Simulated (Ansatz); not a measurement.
# AsH+ (quartet): the correlation ladder at distance As1–H2 = 1.781 Å, cc-pVQZ

How much of the correlation energy of AsH+ (quartet) does each wave-function method recover here?

Method: cc-pVQZ, core rule «outside noble gas», up to 14 orbitals frozen; program: Ansatz 0.2.0, Gaussian basis.

To be run: UHF; CCSD(T) on ROHF; CCSD(T) on UHF; BCCD(T) on ROHF; CCSDT(Q) on ROHF; CCSDT(Q) on UHF; CASSCF and MRCISD+Q, 5 electrons in 5 orbitals; CASSCF and NEVPT2, 5 electrons in 5 orbitals.

11 further runs of the same task are left out: 11 that didn't finish.

## 1. What is computed

The geometry derives from a PBE0/def2-TZVP stationary point (not a proven minimum). One bond is set to the value named and the two fragments are kept rigid. No spin-orbit coupling is included. The filled d shell of As may be among the frozen orbitals whatever the setting's name suggests; the logs give the count.

2 atoms, charge 1, spin multiplicity 4.

Atoms are counted from 1 here; the program's logs count them from 0.

Bond lengths: As1–H2 1.781 Å.

## 2. UHF

The input, in.yaml:

```yaml
crystal:
  periodic: [false, false, false]
  atoms:
    - {symbol: As, position_ang: [0.000000, 0.000000, 0.000000]}
    - {symbol: H, position_ang: [0.000000, 0.000000, 1.781000]}
basis:
  gaussian: {orbitals: cc-pVQZ}
total_charge: 1
magnetization: {spin_polarized: true, initial_magnetization: 3}
hamiltonian: {xc: hf}
output: {orbitals: {seedname: orbitals}}
```

On the command line:

```sh
$ ansatz run in.yaml --threads 1 --pin off --events-out ev --progress --plain --max-ram 3968MiB --backend cpu
```

The runs that follow: CCSD(T) on ROHF; CCSD(T) on UHF; BCCD(T) on ROHF; CCSDT(Q) on ROHF; CCSDT(Q) on UHF; CASSCF and MRCISD+Q, 5 electrons in 5 orbitals; CASSCF and NEVPT2, 5 electrons in 5 orbitals.

Q: Predict the results of all the runs planned. Wanted: UCCSDT(Q) below the RHF energy; RMP2 from UCCSDT(Q); UMP2 from UCCSDT(Q); RCCSD from UCCSDT(Q); RCCSD(T) from UCCSDT(Q); UCCSD(T) from UCCSDT(Q); RCCSDT(Q) from UCCSDT(Q); NEVPT2 valence from UCCSDT(Q); MRCISD+Q valence from UCCSDT(Q).

**Answer**, as computed:

| quantity | value |
| --- | --- |
| UCCSDT(Q) below the RHF energy | -2.6315 eV |
| RMP2 from UCCSDT(Q) | +526.2 meV |
| UMP2 from UCCSDT(Q) | +553.4 meV |
| RCCSD from UCCSDT(Q) | +124.0 meV |
| RCCSD(T) from UCCSDT(Q) | +37.7 meV |
| UCCSD(T) from UCCSDT(Q) | +19.4 meV |
| RCCSDT(Q) from UCCSDT(Q) | +18.7 meV |
| NEVPT2 valence from UCCSDT(Q) | +443.6 meV |
| MRCISD+Q valence from UCCSDT(Q) | +47.3 meV |
| levels within 1 kcal/mol (43 meV) | RCCSD(T), UCCSD(T), BCCD(T), RCCSDT, UCCSDT, RCCSDT(Q) |
| T1 diagnostic | 0.023 |
| effectively unpaired electrons | 3.01 |

What this shows: RCCSD(T) misses by +37.7 meV, 1.4 % of the correlation energy. One determinant dominates. Of the multireference levels listed MRCISD+Q valence comes nearest in total energy (+47.3 meV), which doesn't show that its space is the better one. These misses are within one basis, not against nature; the frozen cores of restricted and unrestricted runs differ, which can shift their rows.
